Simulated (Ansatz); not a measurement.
# P: an axial (c/a) deformation path

The task here is to estimate one member of a computed series from the others.

Program: Ansatz 0.2.0. Level of theory: DFT r2SCAN, scalar-relativistic, plane waves, PAW. These are calculated values, not measurements.

## The starting structure

Symmetry: R-3m, No. 166, trigonal system. The conventional cell has a = 3.451 Å, b = 3.451 Å, c = 9.389 Å, α = 90.00°, β = 90.00°, γ = 120.00°. Around P (site symmetry 3m) lie 3 P at 2.29 Å.

Structure file:

```
CELL_PARAMETERS angstrom
1.72573 0.99635 3.12968
-1.72573 0.99635 3.12968
0.00000 -1.99270 3.12968
ATOMIC_POSITIONS crystal
P 0.22708 0.22708 0.22708
P 0.77292 0.77292 0.77292
```

It goes back to an entry of the Materials Project, which need not be the stable form.

No relaxation comes first: the listed cell is the starting point.

Set-up of the first run:

At fixed volume and fractional coordinates, lengths along (0.000, 0.000, 1.000) are scaled against those across it; ρ is that ratio over its starting value.

Contents of input.yaml:

```yaml
crystal:
  lattice:
    - [1.8217914528, 1.0518117857, 2.8083154336]
    - [-1.8217914528, 1.0518117857, 2.8083154336]
    - [0.0, -2.1036235713, 2.8083154336]
  atoms:
    - { symbol: P, position: [0.22708025, 0.22708025, 0.22708025] }
    - { symbol: P, position: [0.77291975, 0.77291975, 0.77291975] }
basis:
  ecutwfc: 500
kpoints:
  mp_grid: { grid: [18, 18, 18] }
hamiltonian:
  xc: r2scan
scf:
  occupations: { method: gaussian, width: 0.15 }
output:
  forces: true
  stress: true
  eigenvalues: true
```

The run is started by

```sh
ansatz run input.yaml --threads 1 --pin off --max-ram 2560MiB --backend cpu --events-out ev --progress --plain --runs-dir out
```

Among the steps run: ρ = 0.850; At ρ = 1.200; At ρ = 0.920; ρ = 1.100; At ρ = 0.960; At ρ = 1.050; Point ρ = 0.800; Point ρ = 1.300.

One table of the session follows, with a row left open; its other results are not shown here.

| ρ | ΔE (meV/atom) | pressure (GPa) |
| --- | --- | --- |
| 0.800 | 169.1 | -4.8 |
| 0.850 | 88.4 | -3.4 |
| 0.920 | 20.1 | -1.6 |
| 0.960 | 3.0 | -0.5 |
| 1.000 | 0.0 | 0.6 |
| 1.050 | 9.1 | 1.9 |
| 1.100 | 26.5 | 3.1 |
| 1.200 | ? | ? |
| 1.300 | 169.1 | 5.9 |

Estimate the missing values for ρ = 1.200.

Worked estimate for «ΔE (meV/atom)». A straight line through the neighbours (1.100, 26.5) and (1.300, 169.1) gives 26.5 + (169.1 − 26.5) × (1.200 − 1.100) / (1.300 − 1.100) = 97.8; a parabola fitted to 3 rows on both sides gives 83.2.

**Answer.** ΔE (meV/atom): 81.2; pressure (GPa): 4.7. In «ΔE (meV/atom)» the line misses by +16.6 and the parabola by +2.0.
